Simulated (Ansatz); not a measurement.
CrN2:

```
CELL_PARAMETERS angstrom
3.90179 0.00000 0.00000
0.00000 4.80951 0.00000
0.00000 0.00000 2.78417
ATOMIC_POSITIONS crystal
Cr 0.00000 0.00000 0.00000
Cr 0.50000 0.50000 0.50000
N 0.86617 0.58878 0.00000
N 0.13383 0.41123 0.00000
N 0.36617 0.91122 0.50000
N 0.63383 0.08878 0.50000
```

The cell comes from a database or a generator and needn't be the stable form of this composition.

Base run:

| Item | Value |
| --- | --- |
| Program | Ansatz 0.2.0 |
| Functional | LDA |
| Potentials or basis | Ansatz PAW |
| Cutoff | 420 eV |
| Density cutoff | 1680 eV |
| k mesh | 7 × 6 × 10 |
| Occupations | fermi-dirac, width 0.05 eV |
| Spin | collinear spin, ferromagnetic start |
| Starting moments | [3.0, 3.0, 0.0, 0.0, 0.0, 0.0] μB |

Its results: band gap on the k mesh none (metal or under the smearing width); pressure -17.9 GPa; net moment 4.19 μB per cell; site moments Cr +1.83; N -0.05 μB; largest force 0.266 eV/Å.

**Question.** The run is repeated on the same cell with these changes: functional from LDA to PBEsol. What comes out?

**Answer.** Band gap on the k mesh none (metal or under the smearing width); pressure -10.1 GPa; net moment 4.23 μB per cell; site moments Cr +1.87; N -0.06 μB; largest force 0.064 eV/Å.

PBEsol binds less tightly than LDA, so the same cell stands under more pressure.

Caveats: only a ferromagnetic start was run, and an antiferromagnetic order may lie lower in energy; the PAW data sets come from PBE, with cores solved anew for the run's functional, which leaves a small shift of forces and pressure.

Not every run made on this cell is shown here.
